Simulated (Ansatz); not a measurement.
# C3H8OSi: the cost of one run

All numbers below are computed with Ansatz 0.2.0 (RKS r2SCAN-D4/6-31G*).

### Step 1. The system as given

Bond lengths: C1–C2 1.490 Å, C2–Si3 1.879 Å, Si3–C4 1.875 Å, C1–O5 1.443 Å, C4–O5 1.511 Å, C1–H6 1.127 Å, C1–H7 1.126 Å, C2–H8 1.052 Å, C2–H9 1.140 Å, Si3–H10 1.530 Å, Si3–H11 1.494 Å, C4–H12 1.078 Å, C4–H13 1.037 Å. Angles (14 of 25 angles, heavy atoms first): C1–C2–Si3 101.2°, C2–C1–O5 112.8°, C2–Si3–C4 92.7°, Si3–C4–O5 106.6°, C1–O5–C4 105.4°, C1–C2–H8 111.1°, C1–C2–H9 113.3°, Si3–C2–H8 106.8°, Si3–C2–H9 113.6°, C2–C1–H6 114.6°, C2–C1–H7 110.8°, O5–C1–H6 108.9°, O5–C1–H7 106.8°, C2–Si3–H10 111.3°.

Structure file:

```xyz
13

C    -0.9918    0.8551   -0.0999
C    -0.7068   -0.0942    1.0128
Si    0.9696   -0.7693    0.4969
C     0.7579   -0.1873   -1.2728
O    -0.6636    0.3114   -1.3956
H    -0.5012    1.8643    0.0067
H    -2.0851    1.1238   -0.1274
H    -1.3779   -0.9048    1.0005
H    -0.7029    0.4013    2.0396
H     2.1077   -0.0108    1.1820
H     1.0736   -2.2461    0.6969
H     0.8133   -1.0095   -1.9678
H     1.3276    0.6314   -1.5572
```

### Step 2. Relaxing end A

input.yaml

```yaml
crystal:
  periodic: [false, false, false]
  atoms:
    - { symbol: C, position_ang: [-0.9918, 0.8551, -0.0999] }
    - { symbol: C, position_ang: [-0.7068, -0.0942, 1.0128] }
    - { symbol: Si, position_ang: [0.9696, -0.7693, 0.4969] }
    - { symbol: C, position_ang: [0.7579, -0.1873, -1.2728] }
    - { symbol: O, position_ang: [-0.6636, 0.3114, -1.3956] }
    - { symbol: H, position_ang: [-0.5012, 1.8643, 0.0067] }
    - { symbol: H, position_ang: [-2.0851, 1.1238, -0.1274] }
    - { symbol: H, position_ang: [-1.3779, -0.9048, 1.0005] }
    - { symbol: H, position_ang: [-0.7029, 0.4013, 2.0396] }
    - { symbol: H, position_ang: [2.1077, -0.0108, 1.182] }
    - { symbol: H, position_ang: [1.0736, -2.2461, 0.6969] }
    - { symbol: H, position_ang: [0.8133, -1.0095, -1.9678] }
    - { symbol: H, position_ang: [1.3276, 0.6314, -1.5572] }
basis:
  gaussian: { orbitals: "6-31G*" }
hamiltonian:
  xc: r2scan
  dispersion: d4
relax:
  f_tol: 0.02
  max_steps: 50
```

Command:

```sh
> ansatz run input.yaml --threads 2 --pin off --max-ram 3072MiB --backend cpu --events-out ev --progress --plain --runs-dir out
```

What time and memory should one allow on 2 threads of Arm Neoverse V1, shared host?

About 34 s, with a peak of 0.22 GiB.
